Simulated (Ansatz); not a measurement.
# ClGaH2: the cost of one run

All numbers below are computed with Ansatz 0.2.0 (RKS PBE0/def2-SVP).

## 1. The starting structure

Bond lengths: Ga1–Cl2 2.440 Å, Ga1–H3 1.770 Å, Ga1–H4 1.570 Å. Angles: Cl2–Ga1–H3 49.7°, Cl2–Ga1–H4 159.4°, H3–Ga1–H4 150.9°.

As a file:

```xyz
4

Ga    0.0000    0.0000    0.0000
Cl    1.5475    0.0000    1.8865
H     1.7697    0.0000    0.0287
H    -1.3596    0.0000   -0.7850
```

## 2. Pulling towards end A

Springs on the bonds that form and break draw the guess towards this end; the thresholds are loose.

input.yaml

```yaml
crystal:
  periodic: [false, false, false]
  atoms:
    - { symbol: Ga, position_ang: [0.0, 0.0, 0.0] }
    - { symbol: Cl, position_ang: [1.5475, 0.0, 1.8865] }
    - { symbol: H, position_ang: [1.7697, 0.0, 0.0287] }
    - { symbol: H, position_ang: [-1.3596, 0.0, -0.785] }
basis:
  gaussian: { orbitals: def2-SVP }
hamiltonian:
  xc: pbe0
relax:
  f_tol: 0.15
  max_steps: 25
  restrain:
    - { distance: [1, 2], at: 2.57, k: 30.0 }
    - { distance: [0, 1], at: 2.24, k: 30.0 }
    - { distance: [0, 2], at: 1.57, k: 30.0 }
```

The run is started by

```
$ ansatz run input.yaml --threads 1 --pin off --max-ram 2048MiB --backend cpu --events-out ev --progress --plain --runs-dir out
```

Q: Estimate wall time and peak memory on 1 thread of Intel Xeon 6975P-C (Granite Rapids), shared host.

About 5.8 s, with a peak of 0.13 GiB.
